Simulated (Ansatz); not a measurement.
# BaCr2: the cost of one run

Program: Ansatz 0.2.0. Level of theory: DFT PBE, scalar-relativistic, plane waves, PAW. These are calculated values, not measurements.

### Step 1. Starting point

It takes space group P4/nmm (No. 129, tetragonal). Conventional cell: a = 4.200 Å, b = 4.200 Å, c = 6.409 Å, α = 90.00°, β = 90.00°, γ = 90.00°. Around Ba (site symmetry 4mm) lie 9 Cr at 2.76 to 2.98 Å. Around Cr (site symmetry -4m2) lie 8 Cr at 2.72 to 2.97 Å and 4 Ba at 2.85 Å. Cr (site symmetry 4mm) is surrounded by 4 Cr at 2.72 Å and 5 Ba at 2.76 to 2.98 Å.

Structure file:

```cif
data_structure
_symmetry_space_group_name_H-M 'P4/nmm:1'
_symmetry_Int_Tables_number 129
_cell_length_a 4.2002
_cell_length_b 4.2002
_cell_length_c 6.4086
_cell_angle_alpha 90.000
_cell_angle_beta 90.000
_cell_angle_gamma 90.000
_cell_volume 113.06
loop_
_atom_site_label
_atom_site_type_symbol
_atom_site_symmetry_multiplicity
_atom_site_Wyckoff_symbol
_atom_site_fract_x
_atom_site_fract_y
_atom_site_fract_z
_atom_site_occupancy
Ba1 Ba 2 c 0.00000 0.50000 0.70000 1
Cr1 Cr 2 a 0.00000 0.00000 0.00000 1
Cr2 Cr 2 c 0.00000 0.50000 0.27000 1
```

(A quick probe on a coarse mesh, which set the mesh and smearing, is not shown.)

### Step 3. A loose first relaxation

File input.yaml:

```yaml
crystal:
  lattice:
    - [4.2001715968, 0.0, 0.0]
    - [0.0, 4.2001715968, 0.0]
    - [0.0, 0.0, 6.4086285562]
  atoms:
    - { symbol: Ba, position: [0.0, 0.5, 0.7] }
    - { symbol: Ba, position: [0.5, 0.0, 0.3] }
    - { symbol: Cr, position: [0.0, 0.0, 0.0], spin: -3.06 }
    - { symbol: Cr, position: [0.5, 0.5, 0.0], spin: -3.06 }
    - { symbol: Cr, position: [0.0, 0.5, 0.27], spin: 3.27 }
    - { symbol: Cr, position: [0.5, 0.0, 0.73], spin: 3.27 }
basis:
  ecutwfc: 420
kpoints:
  mp_grid: { grid: [4, 4, 4] }
hamiltonian:
  xc: pbe
scf:
  occupations: { method: gaussian, width: 0.1 }
  lower_state_search: "off"
output:
  forces: true
  stress: true
  eigenvalues: true
  populations: true
magnetization:
  spin_polarized: true
relax:
  adjacent_minimum: "off"
  f_tol: 0.04
  max_steps: 70
  cell: { stress_tol: 0.4 }
```

The run is started by

```sh
$ ansatz run input.yaml --threads 1 --pin off --max-ram 2560MiB --backend cpu --events-out ev --progress --plain --runs-dir out
```

What time and memory should one allow on 1 thread of Arm Neoverse V1, shared host?

About 9.6 min, with a peak of 0.61 GiB.
